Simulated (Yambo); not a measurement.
# FeO (Wuestite) (Fm-3m) in Yambo: notebook, part 3 of 3

Yambo 5.3.0. The steps go on from the part before.

**6. Optical spectrum, PBEsol, collinear spin, ferromagnetic start**

Contents of optics5.in:

```
optics
chi
Chimod= "HARTREE"
% BndsRnXd
 1 | 16 |
%
NGsBlkXd= 3 Ry
% LongDrXd
 0 | 1 | 0 |
%
% QpntsRXd
 1 | 1 |
%
% EnRngeXd
 0 | 30 | eV
%
% DmRngeXd
 0.1 | 0.1 | eV
%
ETStpsXd= 200
```

Contents of scf.in:

```
&CONTROL
  calculation = 'scf'
  prefix = 'pwscf'
  outdir = './tmp'
  pseudo_dir = './pseudo'
/
&SYSTEM
  ibrav = 0
  nat = 2
  ntyp = 2
  ecutwfc = 90
  nbnd = 21
  occupations = 'smearing'
  smearing = 'fd'
  degauss = 0.00367493
  nspin = 2
  starting_magnetization(1) = 0.1875
  starting_magnetization(2) = 0
  force_symmorphic = .true.
/
&ELECTRONS
  conv_thr = 4d-10
  electron_maxstep = 120
  mixing_beta = 0.3
/
ATOMIC_SPECIES
Fe    55.8450 Fe.upf
O     15.9990 O.upf
CELL_PARAMETERS angstrom
   0.0000000000    2.1554000000    2.1554000000
   2.1554000000    0.0000000000    2.1554000000
   2.1554000000    2.1554000000    0.0000000000
ATOMIC_POSITIONS angstrom
Fe     0.0000000000    0.0000000000    0.0000000000
O      2.1554000000    2.1554000000    2.1554000000
K_POINTS automatic
12 12 12 0 0 0
```

Contents of nscf.in:

```
&CONTROL
  calculation = 'nscf'
  prefix = 'pwscf'
  outdir = './tmp'
  pseudo_dir = './pseudo'
/
&SYSTEM
  ibrav = 0
  nat = 2
  ntyp = 2
  ecutwfc = 90
  nbnd = 31
  occupations = 'smearing'
  smearing = 'fd'
  degauss = 0.00367493
  nspin = 2
  starting_magnetization(1) = 0.1875
  starting_magnetization(2) = 0
  force_symmorphic = .true.
/
&ELECTRONS
  conv_thr = 1d-08
  diago_full_acc = .true.
  diago_thr_init = 1d-06
/
ATOMIC_SPECIES
Fe    55.8450 Fe.upf
O     15.9990 O.upf
CELL_PARAMETERS angstrom
   0.0000000000    2.1554000000    2.1554000000
   2.1554000000    0.0000000000    2.1554000000
   2.1554000000    2.1554000000    0.0000000000
ATOMIC_POSITIONS angstrom
Fe     0.0000000000    0.0000000000    0.0000000000
O      2.1554000000    2.1554000000    2.1554000000
K_POINTS automatic
12 12 12 0 0 0
```

Potentials or basis: PseudoDojo 0.4.1 SR PBEsol standard.

Launch:

```console
$ OMP_NUM_THREADS=1 pw.x -in scf.in > scf.out
$ OMP_NUM_THREADS=1 pw.x -in nscf.in > nscf.out
$ cd tmp/pwscf.save; p2y; mv SAVE ../..; cd ../..
$ OMP_NUM_THREADS=1 yambo
$ OMP_NUM_THREADS=1 yambo -F optics5.in -J optics5 -C optics5_out
```

Yambo's report:

```text
[... sections 02.01 to 02.04 as in the set-up run ...]

  [02.05] Energies & Occupations
  ==============================

  [WARNING] Merged spin levels are metallic
  [X] === Spin Independent ===
  [X] Electronic Temperature                        :  0.258606E-1   300.100    [eV K]
  [X] Bosonic    Temperature                        :  0.258606E-1   300.100    [eV K]
  [X] Finite Temperature mode                       : yes
  [X] El. density                                   :  0.10985E+25 [cm-3]
  [X] Fermi Level                                   :  14.54704 [eV]

  [X] === Spin up channel ===
  [X] Conduction Band Min                  [spin UP]:  14.54704 [eV]
  [X] Valence Band Max                     [spin UP]:  14.54704 [eV]
  [X] Filled Bands                         [spin UP]:  13
  [X] Metallic Bands                       [spin UP]:  14  14
  [X] Empty Bands                          [spin UP]:  15  31

  [X] === Spin dn channel ===
  [X] Conduction Band Min                  [spin DN]:  14.54704 [eV]
  [X] Valence Band Max                     [spin DN]:  14.54704 [eV]
  [X] Filled Bands                         [spin DN]:   8
  [X] Metallic Bands                       [spin DN]:   9  13
  [X] Empty Bands                          [spin DN]:  14  31

  [X] === Metallic Characters ===
  [X] N of el / N of met el                [spin UP]:  11.00000   0.01343
  [X] Average metallic occ.                [spin UP]:  0.002239
  [X] N of el / N of met el                [spin DN]:  11.00000   1.13264
  [X] Average metallic occ.                [spin DN]:  0.188774

  [WARNING] [X] Metallic system

  [WARNING] Merged spin levels are metallic

 [03] Transferred momenta grid and indexing
 ==========================================

 IBZ Q-points                                      :   72
 BZ  Q-points                                      :  1728

 K/Q-points units:
 rlu = crystal or reduced units; cc = cartesian coordinates; iku = interal k-units

 Q [ 1]         [rlu]:  0.000000  0.000000  0.000000
 Q [ 2]         [rlu]:  0.33225E-17  0.33225E-17  0.83333E-01
 Q [ 3]         [rlu]: -0.31179E-17 -0.31179E-17  0.16667
 Q [ 4]         [rlu]: -0.31439E-17 -0.31439E-17  0.25000
 Q [ 5]         [rlu]: -0.62357E-17 -0.62357E-17  0.33333
 Q [ 6]         [rlu]:  0.35011E-17  0.35011E-17  0.41667
 Q [ 7]         [rlu]:  0.62877E-17  0.62877E-17 -0.50000
 Q [ 8]         [rlu]: -0.14027E-17  0.83333E-01  0.83333E-01
 Q [ 9]         [rlu]: -0.15589E-17  0.83333E-01  0.16667
 Q [10]         [rlu]:  0.99707E-18  0.83333E-01  0.25000
 Q [11]         [rlu]: -0.31439E-17  0.83333E-01  0.33333
 Q [12]         [rlu]:  0.50601E-17  0.83333E-01  0.41667
 Q [13]         [rlu]:  0.43521E-18  0.83333E-01  0.50000
 Q [14]         [rlu]:  0.37109E-16  0.83333E-01 -0.41667
 Q [15]         [rlu]:  0.12959E-16  0.83333E-01 -0.33333
[... 33 lines left out ...]
 Q [49]         [rlu]:  0.083333  0.250000  0.333333
 Q [50]         [rlu]:  0.083333  0.250000  0.416667

 Remaining 22 points informations can be written running with -fatlog

 [WARNING] [Xd] User bands 1-16 break level degeneracy

 [04] Dipoles
 ============

  [04.01] Setup: observables and procedures
  =========================================

  [WF-Oscillators/G space/Transverse up loader] Normalization (few states)  min/max  :  0.86736E-18   1.0000

  [WR./optics5//ndb.dipoles]------------------------------------------------------
   Brillouin Zone Q/K grids (IBZ/BZ)                :    72  1728    72  1728
   RL vectors                                       :  2685 [WF]
   Fragmentation                                    : yes
   Electronic Temperature                           :  300.1000 [K]
   Bosonic    Temperature                           :  300.1000 [K]
   DIP band range                                   :   1  16
   DIP band range limits                            :  14   9
   DIP e/h energy range                             : -1.000000 -1.000000 [eV]
   RL vectors in the sum                            :  2685
   [r,Vnl] included                                 : yes
   Bands ordered                                    : yes
   Direct v evaluation                              : no
   Approach used                                    : G-space v
   Dipoles computed                                 : R V P [G-space]
   Wavefunctions                                    : Perdew, Burke & Ernzerhof SOL(X)+Perdew, Burke & Ernzerhof SOL(C)

  [WARNING] [r,Vnl^pseudo] included in position and velocity dipoles.

  [WARNING] In case H contains other non local terms, these are neglected

 [05] Optics
 ===========

 [X-CG] R(p) Tot o/o(of R):    7079  194470     100

 [WARNING] The system is a metal but Drude term not included.
```

o-optics5.eel_q1_inv_rpa_dyson:

```text
# Electron Energy Loss @ Q(1):   0.00000000      1.00000000      0.00000000    [q->0 direction]
#
# [ X ] Hartree size                              :  27
# [GEN] GF Energies                               : Perdew, Burke & Ernzerhof SOL(X)+Perdew, Burke & Ernzerhof SOL(C)
# [GEN] Green`s Function                          : Retarded
#
# [GEN] Gauge                                     : Length
# [GEN] [r,Vnl] included                          : yes
#
#    E[1] [eV]          Im(eel)            Re(eel)            Im(eel_o)          Re(eel_o)
#
        0.000000          -0.11815E-11       -0.003045           0.71666E-19       -0.003045
        0.150754           0.005134           0.111492E-4        0.005134           0.100725E-4
        0.301508           0.012695           0.010807           0.012708           0.010805
        0.452261           0.031397           0.027329           0.031479           0.027304
        0.603015           0.053815           0.042262           0.054001           0.042178
        0.753769           0.086738           0.052694           0.087056           0.052390
[... 192 lines left out ...]
        29.84925           0.069868          -1.570686           0.046863          -1.527433
        30.00000           0.048103          -1.558910           0.033556          -1.511461
#
```

o-optics5.eps_q1_inv_rpa_dyson:

```text
# Absorption @ Q(1):   0.00000000      1.00000000      0.00000000    [q->0 direction]
#
# [ X ] Hartree size                              :  27
# [GEN] GF Energies                               : Perdew, Burke & Ernzerhof SOL(X)+Perdew, Burke & Ernzerhof SOL(C)
# [GEN] Green`s Function                          : Retarded
#
# [GEN] Gauge                                     : Length
# [GEN] [r,Vnl] included                          : yes
#
#    E[1] [eV]          Im(eps)            Re(eps)            Im(eps_o)          Re(eps_o)
#
        0.000000          -0.127433E-6        328.4119           0.77314E-14        328.4530
        0.150754           194.7902          -0.423040           194.7825          -0.382155
        0.301508           45.67212          -38.88230           45.67389          -38.83244
        0.452261           18.12083          -15.77300           18.12829          -15.72433
        0.603015           11.49377          -9.026132           11.50160          -8.983472
        0.753769           8.421035          -5.115900           8.432814          -5.074817
[... 192 lines left out ...]
        29.84925           0.028265           0.635407           0.020068           0.654078
        30.00000           0.019775           0.640864           0.014681           0.661286
#
```

Run time: 82 s. Hardware: 1 thread of Intel Xeon 6975P-C (Granite Rapids), shared host; peak memory 0.53 GiB.

What came out:

* Band gap on the k mesh, mean-field level: none (metal or under the smearing width)
* Net moment: 4.00 μB per cell
* Peak of the energy-loss function: 21.9 eV

Dielectric function (along the field direction of the input):
| energy (eV) | real part | imaginary part |
| --- | --- | --- |
| 0.30 | -38.88 | 45.67 |
| 1.21 | 0.54 | 2.90 |
| 2.26 | 3.26 | 1.15 |
| 3.32 | 6.07 | 0.81 |
| 4.37 | 5.72 | 4.24 |
| 5.43 | 3.79 | 6.16 |
| 6.48 | 1.40 | 4.60 |
| 7.39 | 0.90 | 4.29 |
| 8.44 | -0.09 | 2.69 |
| 9.50 | 1.52 | 1.95 |
| 10.55 | 1.82 | 2.38 |
| 11.61 | 0.83 | 3.61 |
| 12.66 | -0.17 | 2.39 |
| 13.57 | -0.27 | 1.66 |
| 14.62 | 0.66 | 1.52 |
| 15.68 | 0.64 | 2.13 |
| 16.73 | -0.99 | 1.93 |
| 17.79 | -0.90 | 1.50 |
| 18.84 | -0.74 | 0.52 |
| 19.90 | -0.47 | 0.37 |

Energy-loss function:
| energy (eV) | loss |
| --- | --- |
| 0.0 | 0.000 |
| 1.4 | 0.284 |
| 2.6 | 0.060 |
| 3.9 | 0.057 |
| 5.3 | 0.117 |
| 6.5 | 0.199 |
| 7.8 | 0.300 |
| 9.2 | 0.494 |
| 10.4 | 0.284 |
| 11.8 | 0.280 |
| 13.1 | 0.482 |
| 14.3 | 0.611 |
| 15.7 | 0.430 |
| 16.9 | 0.475 |
| 18.2 | 0.551 |
| 19.6 | 1.255 |
| 20.8 | 2.033 |
| 22.2 | 5.161 |
| 23.5 | 0.169 |
| 24.7 | 0.058 |
| 26.1 | 0.047 |
| 27.4 | 0.041 |
| 28.6 | 0.129 |
| 30.0 | 0.048 |

Caveat: the intraband (Drude) term of the metal is left out; the ground state has no gap, which makes the many-body step unreliable; spectra need much finer meshes, so this one isn't converged; these spectra lack excitons; a cell with one magnetic atom can't hold antiferromagnetic order, which such compounds often take; semilocal functionals often make such compounds metallic where correlation or magnetic order opens a gap, which also shifts bond lengths. With open d or f shells a metallic result of PBEsol can be an artefact of self-interaction; +U or a hybrid may open a gap.

**7. Overview**

```tsv
direction of the field or of q to 0	broadening	kernel	top of the energy range	energy points	other keys	gap on the mesh (eV)	moment (μB)
x + y	0.3 eV	none (independent particles)	15 eV	150	-	none	4.00
x + y	0.1 eV	Hartree (RPA with local fields)	15 eV	300	-	none	4.00
x + y + z	0.2 eV	none (independent particles)	10 eV	150	-	none	4.00
y	0.1 eV	Hartree (RPA with local fields)	20 eV	200	-	none	4.00
y	0.1 eV	Hartree (RPA with local fields)	30 eV	200	several, not listed	none	4.00
```

Alike in all rows: task optical spectrum; level PBEsol; potentials or basis PseudoDojo 0.4.1 SR PBEsol standard; spin collinear, ferromagnetic start; cell as given; k mesh 12 × 12 × 12; cutoff (eV) 1225; smearing fermi-dirac 0.05 eV.

Caveats: the intraband (Drude) term of the metal is left out; the ground state has no gap, which makes the many-body step unreliable; spectra need much finer meshes, so this one isn't converged; a cell with one magnetic atom can't hold antiferromagnetic order, which such compounds often take; semilocal functionals often make such compounds metallic where correlation or magnetic order opens a gap, which also shifts bond lengths; these spectra lack excitons (some runs); independent-particle spectra lack excitons (some runs).

Total energies depend on the potentials used, so only differences within one code and one set of settings carry meaning.

**8. How close it comes**

Step 2. Measured gap of FeO: 2.4 eV (optical; quoted in “W\"ustite: Electric, thermodynamic and optical properties of FeO”, 2012, arxiv:1203.1201). This calculation gives 0.00 eV (-2.40 eV). So large a miss can be the level of theory's own, or it may mean another phase, state or a wrong row. The value is that of PBEsol on a finite k mesh, which can miss the band edges, without temperature or zero-point motion. Semilocal functionals fall short of measured gaps as a rule. The run's magnetic order (collinear spin, ferromagnetic start) needn't be the measured crystal's.

Step 3. Measured gap of FeO: 2.4 eV (optical; quoted in “W\"ustite: Electric, thermodynamic and optical properties of FeO”, 2012, arxiv:1203.1201). This calculation gives 0.00 eV (-2.40 eV). So large a miss can be the level of theory's own, or it may mean another phase, state or a wrong row. The value is that of PBEsol on a finite k mesh, which can miss the band edges, without temperature or zero-point motion. Semilocal functionals fall short of measured gaps as a rule. The run's magnetic order (collinear spin, ferromagnetic start) needn't be the measured crystal's.

Step 4. Measured gap of FeO: 2.4 eV (optical; quoted in “W\"ustite: Electric, thermodynamic and optical properties of FeO”, 2012, arxiv:1203.1201). This calculation gives 0.00 eV (-2.40 eV). So large a miss can be the level of theory's own, or it may mean another phase, state or a wrong row. The value is that of PBEsol on a finite k mesh, which can miss the band edges, without temperature or zero-point motion. Semilocal functionals fall short of measured gaps as a rule. The run's magnetic order (collinear spin, ferromagnetic start) needn't be the measured crystal's.

Step 5. Measured gap of FeO: 2.4 eV (optical; quoted in “W\"ustite: Electric, thermodynamic and optical properties of FeO”, 2012, arxiv:1203.1201). This calculation gives 0.00 eV (-2.40 eV). So large a miss can be the level of theory's own, or it may mean another phase, state or a wrong row. The value is that of PBEsol on a finite k mesh, which can miss the band edges, without temperature or zero-point motion. Semilocal functionals fall short of measured gaps as a rule. The run's magnetic order (collinear spin, ferromagnetic start) needn't be the measured crystal's.
